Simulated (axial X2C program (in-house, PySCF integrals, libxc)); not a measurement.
# Linear RuNC⁻ at several levels

How do method and spin–orbit coupling move the bonds and stretches of RuNC⁻, held linear?

Computed with an in-house X2C program for linear molecules on PySCF integrals. Level: all-electron X2C, two-component (2c) or spin-free, Ru dyall-v3z, N dyall-av3z, C dyall-v3z.

All values are calculated.

2 further runs of the same task are left out: 2 set aside as unsound or not needed.

## (1) Input

Contents of task.json:

```json
{
 "zs": [
  44,
  7,
  6
 ],
 "q": -1,
 "bas": [
  "dyall-v3z",
  "dyall-av3z",
  "dyall-v3z"
 ],
 "r0": [
  1.91,
  1.17
 ],
 "symm": 0,
 "scan": [
  "PBE0",
  "HF",
  "PBE"
 ],
 "levels": [
  "PBE0",
  "HF",
  "r2SCAN"
 ],
 "nst": 2
}
```

Keys: zs atomic numbers; q charge; bas basis sets; r0 starting distance in Å; symm equal bonds; scan levels of the two-bond scan; levels methods; nst determinants followed.

The run is started by

```console
> python solin.py task.json out
```

Masses Ru 101.904, N 14.003, C 12.000 u.

## (2) Scan at PBE0, 2c

State: Ω = 1 (beyond evenly filled blocks: ω = -3/2, ω = 5/2). Energies above the lowest point, from the job's result record:

```
r(Ru–N) (Å)  r(N–C) (Å)  E (meV)
     1.9071      1.1437    67.35
     1.9071      1.1730    18.97
     1.9071      1.2023    61.84
     1.9560      1.1437    44.40
     1.9560      1.1730     0.00
     1.9560      1.2023    46.99
     1.9560      1.2317   169.70
     2.0049      1.1437    53.05
     2.0049      1.1730    11.80
     2.0049      1.2023    62.06
     2.0538      1.1730    46.80
     2.0538      1.2317   228.44
```

A quadratic surface with cubic terms in each bond gives the minimum at 1.960 and 1.172 Å, force constants 2.01, 17.1 and coupling 0.37 mdyn/Å.

## (3) Scan at PBE, 2c

State: Ω = 1 (beyond evenly filled blocks: ω = -3/2, ω = 5/2). Energies above the lowest point, from the job's result record:

| r(Ru–N) (Å) | r(N–C) (Å) | E (meV) |
| --- | --- | --- |
| 1.9071 | 1.1437 | 103.72 |
| 1.9071 | 1.1730 | 7.03 |
| 1.9071 | 1.2023 | 0.00 |
| 1.9560 | 1.1437 | 107.68 |
| 1.9560 | 1.1730 | 16.15 |
| 1.9560 | 1.2023 | 14.39 |
| 1.9560 | 1.2317 | 86.70 |
| 2.0049 | 1.1437 | 142.89 |
| 2.0049 | 1.1730 | 55.69 |
| 2.0049 | 1.2023 | 58.40 |
| 2.0538 | 1.1730 | 117.59 |
| 2.0538 | 1.2317 | 204.80 |

A quadratic surface with cubic terms in each bond gives the minimum at 1.915 and 1.190 Å, force constants 2.49, 15.1 and coupling 0.50 mdyn/Å.

## (4) Scan at PBE0, spin-free

State: M_S = 1, Λ = 0 (beyond evenly filled blocks: δ+α, δ-α). Energies above the lowest point, from the job's result record:

```
r(Ru–N) (Å)  r(N–C) (Å)  E (meV)
     1.9071      1.1437    67.51
     1.9071      1.1730    19.23
     1.9071      1.2023    62.18
     1.9560      1.1437    44.30
     1.9560      1.1730     0.00
     1.9560      1.2023    47.07
     1.9560      1.2317   169.86
     2.0049      1.1437    52.84
     2.0049      1.1730    11.69
     2.0049      1.2023    62.04
     2.0538      1.1730    46.67
     2.0538      1.2317   228.50
```

A quadratic surface with cubic terms in each bond gives the minimum at 1.960 and 1.172 Å, force constants 2.01, 17.1 and coupling 0.37 mdyn/Å.

## (5) Comparison

| level | r(Ru–N) (Å) | r(N–C) (Å) | lower stretch (cm⁻¹) | upper stretch (cm⁻¹) |
| --- | --- | --- | --- | --- |
| PBE0, 2c | 1.960 | 1.172 | 403.4 | 2127.3 |
| PBE, 2c | 1.915 | 1.190 | 448.6 | 1994.5 |
| PBE0, spin-free | 1.960 | 1.172 | 404.1 | 2127.5 |
| PBE, spin-free | 1.916 | 1.189 | 449.5 | 1995.4 |

Scans not shown above were run alike.

What this shows: Over the levels the Ru–N bond spans 1.915 to 1.960 Å and the N–C bond 1.172 to 1.190 Å. At PBE0 spin–orbit coupling leaves both bonds unchanged to 0.001 Å. Each state is one determinant, the lowest of a limited PBE0 search; the stretches come from a fit to few points and are good to some per cent at best. For an anion the highest level of a functional can be positive, and the basis then holds the extra electron. The molecule was held linear; bending was not examined, so a bent shape may lie lower. Open-shell Ω = 0 determinants with evenly filled partner blocks cannot be reached by this program, so the Ω shown need not be the lowest component. Note: several unpaired electrons, one determinant need not be a pure state.
